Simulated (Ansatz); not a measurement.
This script makes a scan of ordered alloys across composition of Fe-Al mixtures with the Ansatz DFT code, driven from Python.

Script `fe_alloy.py`:
```python
"""Mixing of Fe and Al on the bcc lattice, after relaxing atoms and volume at fixed cell shape."""

from collections import Counter
import csv
import warnings

import ansatz
import numpy as np

FUNCTIONAL = "lda"
CUTOFF = 460
KSPACING = 0.27
FILLING = "fermi_dirac"
WIDTH_EV = 0.05


def bcc(first, a):
    return (
        ansatz.Lattice.bcc(a)
        .space_group(229)
        .atom(first, [0, 0, 0])
        .primitive()
    )

A_FIRST, A_LAST = 2.89, 3.21


def compute(name, crystal):
    calc = (
        crystal.calculation()
        .functional(FUNCTIONAL)
        .basis(CUTOFF)  # a bare number is in eV
        .kpoints(spacing=KSPACING)  # the mesh must be finer for metals
        .occupations(FILLING, width=WIDTH_EV)
        .spin("collinear")
        .band_table()  # levels at the mesh points
    )
    calc = calc.relax(force_tolerance=0.02, fix_cell=["shape"])
    return calc.run(threads=1)


def volume_per_atom(outcome):
    return abs(np.linalg.det(outcome.lattice.cell_ang)) / len(outcome.lattice.sites)


def counts(outcome):
    return Counter(site.symbol for site in outcome.lattice.sites)


def main() -> None:
    warnings.simplefilter("ignore")

    # ordered cells: the first k mixed sites take the second element
    phases = {}
    for k in range(2 + 1):
        a = A_FIRST + (A_LAST - A_FIRST) * k / 2
        cell = bcc("Fe", a).conventional().resolved()
        sites = [site.position for site in cell.sites if site.symbol == "Fe"]
        for position in sites[:k]:
            cell = cell.substitution("Al", at=position, replaces="Fe")
        phases[f"Fe{2 - k}Al{k}"] = cell.resolved()
    moments = {"Fe": 3.5}
    phases = {name: cell.moments({e: v for e, v in moments.items() if e in cell.species()}) for name, cell in phases.items()}

    done = {}
    for name, crystal in phases.items():
        done[name] = compute(name, crystal)
        print(f"{name}: {done[name].report['energy_sigma0_ev']:.4f} eV, {len(done[name].lattice.sites)} atoms")

    # x is the share of the second element on the mixed sites; both end members stand on this same lattice
    x = {name: counts(o)["Al"] / (counts(o)["Fe"] + counts(o)["Al"]) for name, o in done.items()}
    first, last = min(x, key=x.get), max(x, key=x.get)
    energy = {name: o.report["energy_sigma0_ev"] / len(o.lattice.sites) for name, o in done.items()}
    volume = {name: volume_per_atom(o) for name, o in done.items()}
    rows = []
    for name in sorted(done, key=x.get):
        line = lambda table: (1 - x[name]) * table[first] + x[name] * table[last]
        rows.append((name, x[name], 1000 * (energy[name] - line(energy)), volume[name], 100 * (volume[name] / line(volume) - 1)))
    with open("alloy.csv", "w", newline="") as handle:
        writer = csv.writer(handle)
        writer.writerow(["cell", "x(Al)", "E_mix (meV/atom)", "V (A^3/atom)", "excess V (%)"])
        writer.writerows([round(v, 4) if isinstance(v, float) else v for v in row] for row in rows)
    print(open("alloy.csv").read())


if __name__ == "__main__":
    main()
```

Do these ordered cells favour mixing or separation, and does the volume follow a straight line between the end members?

Mixing energies: -483 meV an atom at x(Fe) = 0.50 (volume -16.2 % off the straight line). All are negative, so these cells are favoured over the separated end members on this lattice.

The run itself:

```console
$ python fe_alloy.py
Fe2Al0: -8839.8723 eV, 2 atoms
Fe1Al1: -4933.6608 eV, 2 atoms
Fe0Al2: -1025.5184 eV, 2 atoms
cell,x(Al),E_mix (meV/atom),V (A^3/atom),excess V (%)
Fe2Al0,0.0,0.0,10.4037,0.0
Fe1Al1,0.5,-482.7246,11.1832,-16.2137
Fe0Al2,1.0,0.0,16.2909,0.0
```

What to keep in mind:
- Total energies depend on the potentials; only differences at equal settings carry meaning.
- For the metals among these phases the mesh is modest: differences between phases can be off by up to 40 meV an atom.
- Atoms and volume are relaxed with the cell's shape held, which in cells of lower than cubic symmetry can hide stresses and shift volumes.
- These are small ordered cells, with both end members on the same lattice, which need not be their own; they aren't random solutions. Magnetic phases start from parallel moments and may not end in their lowest magnetic state. Differences under about 40 meV an atom lie within the error of mesh and functional.
- The cells are prototypes set up for this calculation and needn't exist.
- The script silences warnings, which a real study should read.
- Run time: 34 s on 1 thread of Arm Neoverse V2, with other jobs on the host, peak memory 0.38 GiB.
